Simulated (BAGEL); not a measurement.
**CH6GaN (SMILES [CH3][GaH][NH2]): a chain of runs**

Aim: a single-point energy (HF/def2-SVP), then a single-point energy (NEVPT2(2,2)/def2-SVP), then the energy (CASPT2(2,2)/def2-SVP) of CH6GaN. 

Program for the calculation: BAGEL 1.2.2.

1 further run of the same task is left out (set aside as unsound or not needed).

## 1. The molecule

CH6GaN has 9 atoms, charge 0, and is taken as a singlet. SMILES: `[CH3][GaH][NH2]`. The Ga2–H7 distance was set to 2.506 Å, away from the relaxed value. At this shape a bond of the SMILES string is far longer than usual.

Bond lengths: C1–Ga2 1.962 Å, Ga2–N3 1.819 Å, C1–H4 1.093 Å, C1–H5 1.093 Å, C1–H6 1.091 Å, N3–H8 1.006 Å, N3–H9 1.006 Å. Angles: C1–Ga2–N3 118.1°, Ga2–C1–H4 110.4°, Ga2–C1–H5 110.5°, Ga2–C1–H6 111.7°, Ga2–N3–H8 124.0°, Ga2–N3–H9 124.3°, H4–C1–H5 107.2°, H4–C1–H6 108.5°, H5–C1–H6 108.5°, H8–N3–H9 111.7°.

## 2. The energy at HF/def2-SVP (density fitting with svp-jkfit) (run 1)

Contents of hf.json:

```json
{ "bagel" : [

{
  "title" : "molecule",
  "basis" : "svp",
  "df_basis" : "svp-jkfit",
  "angstrom" : false,
  "geometry" : [
    { "atom" : "C", "xyz" : [    -1.77973651,     2.90703373,    -1.55377439 ] },
    { "atom" : "Ga", "xyz" : [    -0.28212855,     0.11666413,     0.37450214 ] },
    { "atom" : "N", "xyz" : [    -1.38119327,    -0.40433336,     3.58930423 ] },
    { "atom" : "H", "xyz" : [    -2.68094689,     2.19574081,    -3.27021263 ] },
    { "atom" : "H", "xyz" : [    -0.31992307,     4.24401496,    -2.14110127 ] },
    { "atom" : "H", "xyz" : [    -3.19173987,     3.92521816,    -0.44885153 ] },
    { "atom" : "H", "xyz" : [     3.05738790,    -2.87484035,    -1.15027629 ] },
    { "atom" : "H", "xyz" : [    -0.72980467,    -1.78194371,     4.72484066 ] },
    { "atom" : "H", "xyz" : [    -2.71042662,     0.64692128,     4.44988550 ] }
  ]
},

{ "title" : "hf" },

{ "title" : "print", "file" : "orbitals.molden", "orbitals" : true }

]}
```

Command:

```sh
$ BAGEL_NUM_THREADS=1 BAGEL hf.json > hf.out
```

Log:

```text
* using 1 threads per process

  ===============================================================
  ===============================================================

  *** Geometry ***

  { "atom" : "C", "xyz" : [     -1.779737,      2.907034,     -1.553774 ] },
  { "atom" : "Ga", "xyz" : [     -0.282129,      0.116664,      0.374502 ] },
  { "atom" : "N", "xyz" : [     -1.381193,     -0.404333,      3.589304 ] },
  { "atom" : "H", "xyz" : [     -2.680947,      2.195741,     -3.270213 ] },
  { "atom" : "H", "xyz" : [     -0.319923,      4.244015,     -2.141101 ] },
  { "atom" : "H", "xyz" : [     -3.191740,      3.925218,     -0.448852 ] },
  { "atom" : "H", "xyz" : [      3.057388,     -2.874840,     -1.150276 ] },
  { "atom" : "H", "xyz" : [     -0.729805,     -1.781944,      4.724841 ] },
  { "atom" : "H", "xyz" : [     -2.710427,      0.646921,      4.449885 ] },

  Number of auxiliary basis functions:      526

  Since a DF basis is specified, we compute 2- and 3-index integrals:
    o Being stored without compression. Storage requirement is 0.034 GB

  Number of basis functions:       90
  Number of electrons      :       50

    * METHOD: MOLECULE                             0.19

  *** RHF ***

  === Nuclear Repulsion ===
   184.0743973593

      * DIIS with orbital gradients will be used.

  === RHF iteration (svp) ===
      0      -2018.46926187          0.01840017           0.06
      1      -2018.60500785          0.01150384           0.05
      2      -2018.66640040          0.00140874           0.05
      3      -2018.66802464          0.00056758           0.05
      4      -2018.66821168          0.00007292           0.05
      5      -2018.66821735          0.00002529           0.05
      6      -2018.66821779          0.00001243           0.05
      7      -2018.66821792          0.00000258           0.05
      8      -2018.66821793          0.00000137           0.05
      9      -2018.66821793          0.00000038           0.05
     10      -2018.66821793          0.00000013           0.05
     11      -2018.66821793          0.00000006           0.05
     12      -2018.66821793          0.00000002           0.05
     13      -2018.66821793          0.00000001           0.05
    * SCF iteration converged.

    * Permanent dipole moment:
           (    0.930839,    -0.800681,    -0.485947) a.u.

    * METHOD: HF                                   0.92

    * METHOD: PRINT                                0.01

  ===============================================================
```

Wall time 1.4 s (1 thread of AMD EPYC 9R45 (Zen 5), shared host); peak memory 0.15 GiB.

## 3. The energy at NEVPT2(2,2)/def2-SVP (density fitting with svp-jkfit) (run 2)

Contents of job.json:

```json
{ "bagel" : [

{
  "title" : "molecule",
  "basis" : "svp",
  "df_basis" : "svp-jkfit",
  "angstrom" : false,
  "geometry" : [
    { "atom" : "C", "xyz" : [ -1.77973651,  2.90703373, -1.55377439 ] },
    { "atom" : "Ga", "xyz" : [ -0.28212855,  0.11666413,  0.37450214 ] },
    { "atom" : "N", "xyz" : [ -1.38119327, -0.40433336,  3.58930423 ] },
    { "atom" : "H", "xyz" : [ -2.68094689,  2.19574081, -3.27021263 ] },
    { "atom" : "H", "xyz" : [ -0.31992307,  4.24401496, -2.14110127 ] },
    { "atom" : "H", "xyz" : [ -3.19173987,  3.92521816, -0.44885153 ] },
    { "atom" : "H", "xyz" : [  3.05738790, -2.87484035, -1.15027629 ] },
    { "atom" : "H", "xyz" : [ -0.72980467, -1.78194371,  4.72484066 ] },
    { "atom" : "H", "xyz" : [ -2.71042662,  0.64692128,  4.44988550 ] }
  ]
},
{
  "title" : "hf"
},
{
  "title" : "casscf",
  "nstate" : 1,
  "nact" : 2,
  "nclosed" : 24,
  "active" : [25, 28],
  "maxiter" : 200,
  "natocc" : true
},
{
  "title" : "nevpt2",
  "nstate" : 1,
  "nact" : 2,
  "nclosed" : 24,
  "active" : [25, 28],
  "maxiter" : 200,
  "natocc" : true,
  "ncore" : 11
},
{
  "title" : "print",
  "file" : "orbitals.molden",
  "orbitals" : true
}

]}
```

Command:

```sh
$ BAGEL_NUM_THREADS=1 BAGEL job.json > job.out
```

Log:

```text
* using 1 threads per process

  ===============================================================
  ===============================================================

  *** Geometry ***

  { "atom" : "C", "xyz" : [     -1.779737,      2.907034,     -1.553774 ] },
  { "atom" : "Ga", "xyz" : [     -0.282129,      0.116664,      0.374502 ] },
  { "atom" : "N", "xyz" : [     -1.381193,     -0.404333,      3.589304 ] },
  { "atom" : "H", "xyz" : [     -2.680947,      2.195741,     -3.270213 ] },
  { "atom" : "H", "xyz" : [     -0.319923,      4.244015,     -2.141101 ] },
  { "atom" : "H", "xyz" : [     -3.191740,      3.925218,     -0.448852 ] },
  { "atom" : "H", "xyz" : [      3.057388,     -2.874840,     -1.150276 ] },
  { "atom" : "H", "xyz" : [     -0.729805,     -1.781944,      4.724841 ] },
  { "atom" : "H", "xyz" : [     -2.710427,      0.646921,      4.449885 ] },

  Number of auxiliary basis functions:      526

  Since a DF basis is specified, we compute 2- and 3-index integrals:
    o Being stored without compression. Storage requirement is 0.034 GB

  Number of basis functions:       90
  Number of electrons      :       50

    * METHOD: MOLECULE                             0.19

  *** RHF ***

  === Nuclear Repulsion ===
   184.0743973593

      * DIIS with orbital gradients will be used.

  === RHF iteration (svp) ===
      0      -2018.46926187          0.01840017           0.06
      1      -2018.60500785          0.01150384           0.05
      2      -2018.66640040          0.00140874           0.05
      3      -2018.66802464          0.00056758           0.05
      4      -2018.66821168          0.00007292           0.05
      5      -2018.66821735          0.00002529           0.05
      6      -2018.66821779          0.00001243           0.06
      7      -2018.66821792          0.00000258           0.05
      8      -2018.66821793          0.00000137           0.05
      9      -2018.66821793          0.00000038           0.05
     10      -2018.66821793          0.00000013           0.06
     11      -2018.66821793          0.00000006           0.05
     12      -2018.66821793          0.00000002           0.05
     13      -2018.66821793          0.00000001           0.06
    * SCF iteration converged.

    * Permanent dipole moment:
           (    0.930839,    -0.800681,    -0.485947) a.u.

    * METHOD: HF                                   0.91

  ---------------------------
      CASSCF calculation
  ---------------------------

    ==== Active orbitals : =====
         Orbital 25
         Orbital 28
    ============================

    * nstate   :      1
    * nclosed  :     24
    * nact     :      2
    * nvirt    :     64
  === CASSCF iteration (svp) ===

    * Using the second-order algorithm

      0  0     -2018.66836455     4.56e-05      0.02

      1  0     -2018.67412724     9.69e-04      0.24

      2  0     -2018.69511559     1.37e-03      0.26

      3  0     -2018.70165013     7.41e-04      0.29

      4  0     -2018.70223032     2.87e-04      0.27

      5  0     -2018.70228248     9.33e-05      0.30

      6  0     -2018.70228734     2.87e-05      0.28

      7  0     -2018.70228779     8.74e-06      0.30

      8  0     -2018.70228783     2.65e-06      0.28

      9  0     -2018.70228783     8.01e-07      0.29

     10  0     -2018.70228783     2.42e-07      0.27

     11  0     -2018.70228783     7.33e-08      0.27

     12  0     -2018.70228783     2.22e-08      0.24

     13  0     -2018.70228783     6.71e-09      0.23

    * Second-order optimization converged. *

     guess   0:   closed 1.                   open ..

  === FCI iteration ===

      0  0     -2018.66565044     6.71e-02      0.00
      1  0     -2018.70194271     5.73e-03      0.00
      2  0 *   -2018.70228783     8.00e-16      0.00

     * ci vector, state   0, <S^2> = 0.0000
       2.     0.9645572182
       .2    -0.2638737818

    * METHOD: CASSCF                               3.67

    * freezing 11 orbitals

  === DF-NEVPT2 calculation ===

    * 3-index integral transformation done
    * assembly done

      NEVPT2 correlation energy:   -0.5193896450      0.14

          (+0)     -0.4911595098
          (+0)'    -0.0030902576
          (+1)     -0.0095077336
          (+1)'    -0.0000000000
          (+2)     -0.0002209644
          (-1)     -0.0116543624
          (-1)'     0.0000000000
          (-2)     -0.0037568172

      NEVPT2 total energy:       -2019.2216774764

    * METHOD: NEVPT2                               0.24

    * METHOD: PRINT                                0.01

  ===============================================================
```

Run time: 5.4 s. Hardware: 1 thread of AMD EPYC 9R45 (Zen 5), shared host; peak memory 0.15 GiB.

## 4. The energy at CASPT2(2,2)/def2-SVP (density fitting with svp-jkfit) (run 3)

Contents of caspt2.json:

```json
{ "bagel" : [

{
  "title" : "molecule",
  "basis" : "svp",
  "df_basis" : "svp-jkfit",
  "geometry" : [
    { "atom" : "C", "xyz" : [ -1.77973651,  2.90703373, -1.55377439 ] },
    { "atom" : "Ga", "xyz" : [ -0.28212855,  0.11666413,  0.37450214 ] },
    { "atom" : "N", "xyz" : [ -1.38119327, -0.40433336,  3.58930423 ] },
    { "atom" : "H", "xyz" : [ -2.68094689,  2.19574081, -3.27021263 ] },
    { "atom" : "H", "xyz" : [ -0.31992307,  4.24401496, -2.14110127 ] },
    { "atom" : "H", "xyz" : [ -3.19173987,  3.92521816, -0.44885153 ] },
    { "atom" : "H", "xyz" : [  3.05738790, -2.87484035, -1.15027629 ] },
    { "atom" : "H", "xyz" : [ -0.72980467, -1.78194371,  4.72484066 ] },
    { "atom" : "H", "xyz" : [ -2.71042662,  0.64692128,  4.44988550 ] }
  ]
},
{
  "title" : "hf"
},
{
  "title" : "casscf",
  "nstate" : 1,
  "nact" : 2,
  "nclosed" : 24,
  "active" : [25, 28],
  "maxiter" : 200,
  "natocc" : true
},
{
  "title" : "print",
  "file" : "orbitals.molden",
  "orbitals" : true
},
{
  "title" : "smith",
  "method" : "caspt2",
  "ms" : true,
  "xms" : true,
  "sssr" : true,
  "shift" : 0.2,
  "shift_imag" : true,
  "ncore" : 11
}

]}
```

Command:

```sh
$ BAGEL_NUM_THREADS=1 BAGEL caspt2.json > caspt2.out
```

Log:

```text
* using 1 threads per process

  ===============================================================
  ===============================================================

  *** Geometry ***

  { "atom" : "C", "xyz" : [     -1.779737,      2.907034,     -1.553774 ] },
  { "atom" : "Ga", "xyz" : [     -0.282129,      0.116664,      0.374502 ] },
  { "atom" : "N", "xyz" : [     -1.381193,     -0.404333,      3.589304 ] },
  { "atom" : "H", "xyz" : [     -2.680947,      2.195741,     -3.270213 ] },
  { "atom" : "H", "xyz" : [     -0.319923,      4.244015,     -2.141101 ] },
  { "atom" : "H", "xyz" : [     -3.191740,      3.925218,     -0.448852 ] },
  { "atom" : "H", "xyz" : [      3.057388,     -2.874840,     -1.150276 ] },
  { "atom" : "H", "xyz" : [     -0.729805,     -1.781944,      4.724841 ] },
  { "atom" : "H", "xyz" : [     -2.710427,      0.646921,      4.449885 ] },

  Number of auxiliary basis functions:      526

  Since a DF basis is specified, we compute 2- and 3-index integrals:
    o Being stored without compression. Storage requirement is 0.034 GB

  Number of basis functions:       90
  Number of electrons      :       50

    * METHOD: MOLECULE                             0.19

  *** RHF ***

  === Nuclear Repulsion ===
   184.0743973593

      * DIIS with orbital gradients will be used.

  === RHF iteration (svp) ===
      0      -2018.46926187          0.01840017           0.06
      1      -2018.60500785          0.01150384           0.05
      2      -2018.66640040          0.00140874           0.05
      3      -2018.66802464          0.00056758           0.05
      4      -2018.66821168          0.00007292           0.05
      5      -2018.66821735          0.00002529           0.05
      6      -2018.66821779          0.00001243           0.05
      7      -2018.66821792          0.00000258           0.05
      8      -2018.66821793          0.00000137           0.05
      9      -2018.66821793          0.00000038           0.05
     10      -2018.66821793          0.00000013           0.05
     11      -2018.66821793          0.00000006           0.05
     12      -2018.66821793          0.00000002           0.05
     13      -2018.66821793          0.00000001           0.05
    * SCF iteration converged.

    * Permanent dipole moment:
           (    0.930839,    -0.800681,    -0.485947) a.u.

    * METHOD: HF                                   0.89

  ---------------------------
      CASSCF calculation
  ---------------------------

    ==== Active orbitals : =====
         Orbital 25
         Orbital 28
    ============================

    * nstate   :      1
    * nclosed  :     24
    * nact     :      2
    * nvirt    :     64
  === CASSCF iteration (svp) ===

    * Using the second-order algorithm

      0  0     -2018.66836455     4.56e-05      0.01

      1  0     -2018.67412724     9.69e-04      0.21

      2  0     -2018.69511559     1.37e-03      0.23

      3  0     -2018.70165013     7.41e-04      0.28

      4  0     -2018.70223032     2.87e-04      0.25

      5  0     -2018.70228248     9.33e-05      0.29

      6  0     -2018.70228734     2.87e-05      0.29

      7  0     -2018.70228779     8.74e-06      0.31

      8  0     -2018.70228783     2.65e-06      0.29

      9  0     -2018.70228783     8.01e-07      0.29

     10  0     -2018.70228783     2.42e-07      0.25

     11  0     -2018.70228783     7.33e-08      0.27

     12  0     -2018.70228783     2.22e-08      0.24

     13  0     -2018.70228783     6.71e-09      0.21

    * Second-order optimization converged. *

     guess   0:   closed 1.                   open ..

  === FCI iteration ===

      0  0     -2018.66565044     6.71e-02      0.00
      1  0     -2018.70194271     5.73e-03      0.00
      2  0 *   -2018.70228783     8.00e-16      0.00

     * ci vector, state   0, <S^2> = 0.0000
       2.     0.9645572182
       .2    -0.2638737818

    * METHOD: CASSCF                               3.58

    * METHOD: PRINT                                0.01

  === SMITH program ===

    * freezing 11 orbitals

    * Approximate memory requirement for SMITH calulation per MPI process:
      o Storage requirement for T-amplitude, lambda, and residual is 0.03 GB
      o Storage requirement for MO integrals is 0.01 GB
    * Calculating and saving rdm4f

    * Zeroth order energy : state  0       -0.5709887510

    * CASPT2 iteration is performed using orthogonal basis

      -------------------------------------------  CASPT2 iteration  ---------------------------------------------------
       #      aibj      arbs      arbi      airj      risj      airs      arst      rist         Etot      error   time
      ------------------------------------------------------------------------------------------------------------------

       0  -0.48983  -0.00458  -0.01197  -0.01037  -0.00035  -0.00285  -0.00000  -0.00000   -0.5199437  0.0005241   0.08
       1  -0.48990  -0.00459  -0.01198  -0.01047  -0.00037  -0.00289   0.00000  -0.00000   -0.5201950  0.0000732   0.06
       2  -0.48991  -0.00459  -0.01198  -0.01047  -0.00037  -0.00289  -0.00000  -0.00000   -0.5201991  0.0000134   0.06
       3  -0.48991  -0.00459  -0.01198  -0.01047  -0.00037  -0.00289   0.00000  -0.00000   -0.5201992  0.0000024   0.06
       4  -0.48991  -0.00459  -0.01198  -0.01047  -0.00037  -0.00289   0.00000  -0.00000   -0.5201992  0.0000004   0.06

      ------------------------------------------------------------------------------------------------------------------

    * CASPT2 energy : state  0    -2019.2248307608
        w/o shift correction      -2019.2224870265
        reference weight              0.8656884724

    * METHOD: SMITH                                0.51

  ===============================================================
```

Wall time 5.4 s (1 thread of AMD EPYC 9R45 (Zen 5), shared host); peak memory 0.23 GiB.

## 5. What came out

```
                                 quantity           value
         run 1, HF/def2-SVP: total energy  -2018.66822 Eh
        run 1, HF/def2-SVP: dipole moment          3.36 D
          run 1, HF/def2-SVP: HOMO energy        -8.89 eV
          run 1, HF/def2-SVP: LUMO energy         1.94 eV
        run 1, HF/def2-SVP: HOMO–LUMO gap        10.83 eV
run 2, NEVPT2(2,2)/def2-SVP: total energy  -2019.22168 Eh
run 3, CASPT2(2,2)/def2-SVP: total energy  -2019.22483 Eh
```
